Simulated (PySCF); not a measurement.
# Te: dipole response in ANO-RCC-VTZP

How polarisable is Te at the levels listed below?

Method: unrestricted determinants in a Gaussian basis, no spin-orbit coupling in the energies. Code: PySCF 2.14.0.

## 1. The atom as given

| Quantity | Value |
| --- | --- |
| Element | tellurium (Z = 52) |
| Basis | ANO-RCC-VTZP |
| Hamiltonian | scalar relativity by spin-free X2C-1e |
| State 1 | Te: [Kr] 4d10 5s2 5p4, high-spin 3P determinant |
| Methods | UHF, PBE, PBE0, BHandHLYP |

Outer shells as boxes (Hund's rule):

Te [Kr] 4d10 5s2 5p4
```
[Kr] core
4d [↑↓][↑↓][↑↓][↑↓][↑↓]
5s [↑↓]
5p [↑↓][↑ ][↑ ]
```

One driver process ran all states and methods and kept the integrals in memory. Each run is shown as a PySCF script that sums up its settings (the driver passes frozen orbitals as a list and adds second-order terms of double hybrids); the logs are those of the runs themselves. The driver starts from symmetry-adapted Hartree-Fock orbitals, holds the occupation by maximum overlap and uses a logarithmic radial grid for functionals, so a plain start would take other cycles.

The integrals over 68 functions and the set-up took 16 s of CPU time.

## 2. Te

Level: UHF.

input.py

```python
from pyscf import gto, scf, dft, mp, cc
import basis_set_exchange as bse
mol = gto.M(atom="Te 0 0 0", charge=0, spin=2, symmetry="D2h",
            basis=gto.basis.parse(bse.get_basis("ANO-RCC-VTZP", elements=["Te"], fmt="nwchem")),
            nucmod="G")
mf = scf.UHF(mol).sfx2c1e()
mf.irrep_nelec = {'Ag': (9, 9), 'B1g': (2, 2), 'B2g': (2, 2), 'B3g': (2, 2), 'B1u': (4, 3), 'B2u': (4, 4), 'B3u': (4, 3)}
mf.kernel()
```

The log of the run:

```text
damping factor = 0
level_shift factor = 0
DIIS = <class 'pyscf.scf.diis.CDIIS'>
diis_start_cycle = 1
diis_space = 10
diis_damp = 0
SCF conv_tol = 1e-09
SCF conv_tol_grad = None
number electrons alpha = 27  beta = 25
cycle= 1 E= -6790.63340634553  delta_E= -0.00483  |g|= 0.0248  |ddm|= 0.0734
cycle= 2 E= -6790.63405617415  delta_E= -0.00065  |g|= 0.0101  |ddm|= 0.0277
cycle= 3 E= -6790.63419878517  delta_E= -0.000143  |g|= 0.00137  |ddm|= 0.0193
cycle= 4 E= -6790.6342020771  delta_E= -3.29e-06  |g|= 0.000585  |ddm|= 0.00297
cycle= 5 E= -6790.63420262502  delta_E= -5.48e-07  |g|= 0.000228  |ddm|= 0.00125
cycle= 6 E= -6790.6342027316  delta_E= -1.07e-07  |g|= 4.36e-05  |ddm|= 0.00074
cycle= 7 E= -6790.63420273493  delta_E= -3.33e-09  |g|= 5.6e-06  |ddm|= 0.000125
cycle= 8 E= -6790.63420273497  delta_E= -4.91e-11  |g|= 9.7e-07  |ddm|= 1.3e-05
converged SCF energy = -6790.63420273497  <S^2> = 2.0117054  2S+1 = 3.0077934
```

CPU time 8.9 s on a shared host, the integrals not counted.

Orbital energies by shell (radii are means over both spins):

```tsv
shell	electrons	mean orbital energy (eV)	spread (eV)	rms radius (bohr)
1s α	1	-31967.6	0	0.0318
1s β	1	-31967.5	0	0.0318
2s α	1	-4999.8	0	0.130
2s β	1	-4999.8	0	0.130
2p α	3	-4484.7	0.075	0.116
2p β	3	-4484.6	0.025	0.116
3s α	1	-1036.8	0	0.343
3s β	1	-1036.7	0	0.343
3p α	3	-864.83	0.197	0.343
3p β	3	-864.67	0.005	0.343
3d α	5	-603.68	0.164	0.322
3d β	5	-603.63	0.104	0.322
4s α	1	-193.53	0	0.814
4s β	1	-193.23	0	0.814
4p α	3	-137.63	0.463	0.878
4p β	3	-137.28	0.039	0.878
4d α	5	-53.267	0.521	1.05
4d β	5	-53.000	0.247	1.05
5s α	1	-22.582	0	2.29
5s β	1	-18.131	0	2.29
5p α	3	-10.336	1.484	2.87
5p β	1	-8.501	0	2.87
```

⟨S²⟩ = 2.012, ⟨L²⟩ = 2.05.

The driver then solved the coupled dipole response at imaginary frequencies: mean α = 21.90 bohr³ (xx, yy, zz: 21.94, 21.82, 21.94), C₆ = 242.1 au for a like pair.

Level: PBE.

input.py, as changed from the run before:

```diff
@@ -5,3 +5,3 @@
             nucmod="G")
-mf = scf.UHF(mol).sfx2c1e()
+mf = dft.UKS(mol, xc="PBE").sfx2c1e()
 mf.irrep_nelec = {'Ag': (9, 9), 'B1g': (2, 2), 'B2g': (2, 2), 'B3g': (2, 2), 'B1u': (4, 3), 'B2u': (4, 4), 'B3u': (4, 3)}
```

The log of the run:

```text
damping factor = 0
level_shift factor = 0
DIIS = <class 'pyscf.scf.diis.CDIIS'>
diis_start_cycle = 1
diis_space = 10
diis_damp = 0
SCF conv_tol = 1e-09
SCF conv_tol_grad = None
number electrons alpha = 27  beta = 25
XC functionals = PBE
    J. P. Perdew, K. Burke, and M. Ernzerhof.,  Phys. Rev. Lett. 77, 3865 (1996)
    J. P. Perdew, K. Burke, and M. Ernzerhof.,  Phys. Rev. Lett. 78, 1396 (1997)
    J. P. Perdew, K. Burke, and M. Ernzerhof.,  Phys. Rev. Lett. 77, 3865 (1996)
    J. P. Perdew, K. Burke, and M. Ernzerhof.,  Phys. Rev. Lett. 78, 1396 (1997)
cycle= 1 E= -6793.06991986206  delta_E= -0.0129  |g|= 0.0377  |ddm|= 0.124
cycle= 2 E= -6793.07014544622  delta_E= -0.000226  |g|= 0.0266  |ddm|= 0.0447
cycle= 3 E= -6793.07033125761  delta_E= -0.000186  |g|= 0.00944  |ddm|= 0.0199
cycle= 4 E= -6793.07034425385  delta_E= -1.3e-05  |g|= 0.000372  |ddm|= 0.00263
cycle= 5 E= -6793.07034435838  delta_E= -1.05e-07  |g|= 7.72e-05  |ddm|= 0.000624
cycle= 6 E= -6793.07034436276  delta_E= -4.38e-09  |g|= 2.4e-05  |ddm|= 0.000135
cycle= 7 E= -6793.07034436304  delta_E= -2.86e-10  |g|= 1.93e-07  |ddm|= 2.58e-05
converged SCF energy = -6793.07034436304  <S^2> = 2.0028502  2S+1 = 3.0018995
```

It used 12 s of CPU time after the integrals (shared host).

The driver then solved the coupled dipole response at imaginary frequencies: mean α = 22.16 bohr³ (xx, yy, zz: 21.96, 22.55, 21.96), C₆ = 247.6 au for a like pair.

Level: PBE0.

input.py, as changed from the run before:

```diff
@@ -5,3 +5,3 @@
             nucmod="G")
-mf = dft.UKS(mol, xc="PBE").sfx2c1e()
+mf = dft.UKS(mol, xc="PBE0").sfx2c1e()
 mf.irrep_nelec = {'Ag': (9, 9), 'B1g': (2, 2), 'B2g': (2, 2), 'B3g': (2, 2), 'B1u': (4, 3), 'B2u': (4, 4), 'B3u': (4, 3)}
```

The log of the run:

```text
damping factor = 0
level_shift factor = 0
DIIS = <class 'pyscf.scf.diis.CDIIS'>
diis_start_cycle = 1
diis_space = 10
diis_damp = 0
SCF conv_tol = 1e-09
SCF conv_tol_grad = None
number electrons alpha = 27  beta = 25
XC functionals = PBE0
    C. Adamo and V. Barone.,  J. Chem. Phys. 110, 6158 (1999)
    M. Ernzerhof and G. E. Scuseria.,  J. Chem. Phys. 110, 5029 (1999)
cycle= 1 E= -6793.14968436501  delta_E= -0.00861  |g|= 0.0294  |ddm|= 0.102
cycle= 2 E= -6793.14989821634  delta_E= -0.000214  |g|= 0.022  |ddm|= 0.0301
cycle= 3 E= -6793.14999395558  delta_E= -9.57e-05  |g|= 0.00361  |ddm|= 0.00987
cycle= 4 E= -6793.14999676662  delta_E= -2.81e-06  |g|= 0.000406  |ddm|= 0.00179
cycle= 5 E= -6793.14999699115  delta_E= -2.25e-07  |g|= 4e-05  |ddm|= 0.000893
cycle= 6 E= -6793.14999699335  delta_E= -2.21e-09  |g|= 9.45e-06  |ddm|= 9.82e-05
cycle= 7 E= -6793.14999699341  delta_E= -5.91e-11  |g|= 1.77e-06  |ddm|= 1.41e-05
converged SCF energy = -6793.14999699341  <S^2> = 2.0040582  2S+1 = 3.0027043
```

It used 18 s of CPU time after the integrals (shared host).

The driver then solved the coupled dipole response at imaginary frequencies: mean α = 22.03 bohr³ (xx, yy, zz: 21.91, 22.26, 21.91), C₆ = 244.3 au for a like pair.

Level: BHandHLYP.

input.py, as changed from the run before:

```diff
@@ -5,3 +5,3 @@
             nucmod="G")
-mf = dft.UKS(mol, xc="PBE0").sfx2c1e()
+mf = dft.UKS(mol, xc="BHANDHLYP").sfx2c1e()
 mf.irrep_nelec = {'Ag': (9, 9), 'B1g': (2, 2), 'B2g': (2, 2), 'B3g': (2, 2), 'B1u': (4, 3), 'B2u': (4, 4), 'B3u': (4, 3)}
```

The log of the run:

```text
damping factor = 0
level_shift factor = 0
DIIS = <class 'pyscf.scf.diis.CDIIS'>
diis_start_cycle = 1
diis_space = 10
diis_damp = 0
SCF conv_tol = 1e-09
SCF conv_tol_grad = None
number electrons alpha = 27  beta = 25
XC functionals = BHANDHLYP
    A. D. Becke.,  J. Chem. Phys. 98, 1372 (1993)
    Defined through Gaussian implementation.
cycle= 1 E= -6793.48737829423  delta_E= -0.00608  |g|= 0.0227  |ddm|= 0.0836
cycle= 2 E= -6793.48757663481  delta_E= -0.000198  |g|= 0.0139  |ddm|= 0.0208
cycle= 3 E= -6793.4876147868  delta_E= -3.82e-05  |g|= 0.00285  |ddm|= 0.00584
cycle= 4 E= -6793.48761857391  delta_E= -3.79e-06  |g|= 0.000501  |ddm|= 0.00244
cycle= 5 E= -6793.48761892508  delta_E= -3.51e-07  |g|= 5.34e-05  |ddm|= 0.00108
cycle= 6 E= -6793.48761893085  delta_E= -5.77e-09  |g|= 6.3e-06  |ddm|= 0.000165
cycle= 7 E= -6793.48761893091  delta_E= -6.46e-11  |g|= 1.24e-06  |ddm|= 1.87e-05
converged SCF energy = -6793.48761893091  <S^2> = 2.0041355  2S+1 = 3.0027557
```

It used 17 s of CPU time after the integrals (shared host).

The driver then solved the coupled dipole response at imaginary frequencies: mean α = 21.76 bohr³ (xx, yy, zz: 21.66, 21.94, 21.66), C₆ = 240.5 au for a like pair.

Radial density 4πr²ρ of Te at UHF, without picture-change correction:

```tsv
r (bohr)	density	spin density
0.000635	1.37	0.000
0.00107	3.12	0.000
0.00180	6.86	0.000
0.00302	14.4	0.000
0.00509	28.0	0.000
0.00856	47.6	0.000
0.0144	65.2	0.002
0.0242	65.2	0.009
0.0407	58.4	0.025
0.0685	80.7	0.030
0.115	76.0	-0.010
0.194	64.7	0.038
0.326	58.0	0.015
0.548	22.8	0.117
0.922	21.6	-0.017
1.55	5.40	0.581
2.61	2.42	0.860
4.39	0.354	0.139
7.38	0.00811	0.002
12.4	1.28e-05	0.000
```

## 3. Polarisabilities and C₆

Te, in atomic units:

```tsv
method	mean α	C₆ (like pair)	S(−4)
UHF	21.90	242.1	58.86
PBE	22.16	247.6	58.30
PBE0	22.03	244.3	58.30
BHandHLYP	21.76	240.5	56.81
```

Reference α: 38 ± 4 bohr³ (recommended; Schwerdtfeger and Nagle, table of static dipole polarizabilities (2023 update)). Published C₆: 445.0 (Chu and Dalgarno (2004); Tang, Norbeck and Certain (1976)).

α(iu) at BHandHLYP:

```tsv
u (hartree)	α(iu) (bohr³)
0	21.76
0.0500	21.62
0.100	21.21
0.200	19.74
0.300	17.74
0.500	13.58
0.750	9.560
1.00	6.953
1.50	4.166
2.00	2.828
3.00	1.601
5.00	0.7417
```

## 4. Results

| quantity | value |
| --- | --- |
| α of Te | 21.76 (BHandHLYP) to 22.16 (PBE) bohr³; reference 38.00 |

For Te PBE is nearest the reference (-42 %), and all methods lie below it, which fits a basis without added diffuse functions. All values hold for this basis alone; no basis-set limit was taken.
